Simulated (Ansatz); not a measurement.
# K3Pd: the cost of one run

Method: DFT PBEsol, scalar-relativistic, plane waves, PAW, in Ansatz 0.2.0.

### 1 The system as given

Symmetry: Pm-3m, No. 221, cubic system. Conventional cell: a = 5.445 Å, b = 5.445 Å, c = 5.445 Å, α = 90.00°, β = 90.00°, γ = 90.00°. K (site symmetry 4/mmm) is surrounded by 8 K at 3.85 Å and 4 Pd at 3.85 Å. Around Pd (site symmetry m-3m) lie 12 K at 3.85 Å.

Structure file:

```cif
data_structure
_symmetry_space_group_name_H-M 'Pm-3m'
_symmetry_Int_Tables_number 221
_cell_length_a 5.4450
_cell_length_b 5.4450
_cell_length_c 5.4450
_cell_angle_alpha 90.000
_cell_angle_beta 90.000
_cell_angle_gamma 90.000
_cell_volume 161.43
loop_
_atom_site_label
_atom_site_type_symbol
_atom_site_symmetry_multiplicity
_atom_site_Wyckoff_symbol
_atom_site_fract_x
_atom_site_fract_y
_atom_site_fract_z
_atom_site_occupancy
K1 K 3 c 0.50000 0.50000 0.00000 1
Pd1 Pd 1 a 0.00000 0.00000 0.00000 1
```

The structure comes from the Materials Project (structure only).

### 2 A change within the space group

What differs from the listed cell: strain xx, yy, zz, yz, xz, xy = +3.1, +3.1, +3.1, +0.0, +0.0, +0.0 %.

Contents of input.yaml:

```yaml
crystal:
  lattice:
    - [5.6158230578, 0.0, 0.0]
    - [0.0, 5.6158230578, 0.0]
    - [0.0, 0.0, 5.6158230578]
  atoms:
    - { symbol: K, position: [0.5, 0.5, 0.0] }
    - { symbol: K, position: [0.5, 0.0, 0.5] }
    - { symbol: K, position: [0.0, 0.5, 0.5] }
    - { symbol: Pd, position: [0.0, 0.0, 0.0] }
basis:
  ecutwfc: 420
kpoints:
  mp_grid: { grid: [8, 8, 8] }
hamiltonian:
  xc: pbesol
scf:
  occupations: { method: gaussian, width: 0.1 }
output:
  forces: true
  stress: true
  eigenvalues: true
  populations: true
```

Launch:

```console
$ ansatz run input.yaml --threads 1 --pin off --max-ram 1331MiB --backend cpu --events-out ev --progress --plain --runs-dir out
```

Q: Estimate wall time and peak memory on 1 thread of an x86-64 CPU, shared host.

About 19 s, with a peak of 0.46 GiB.
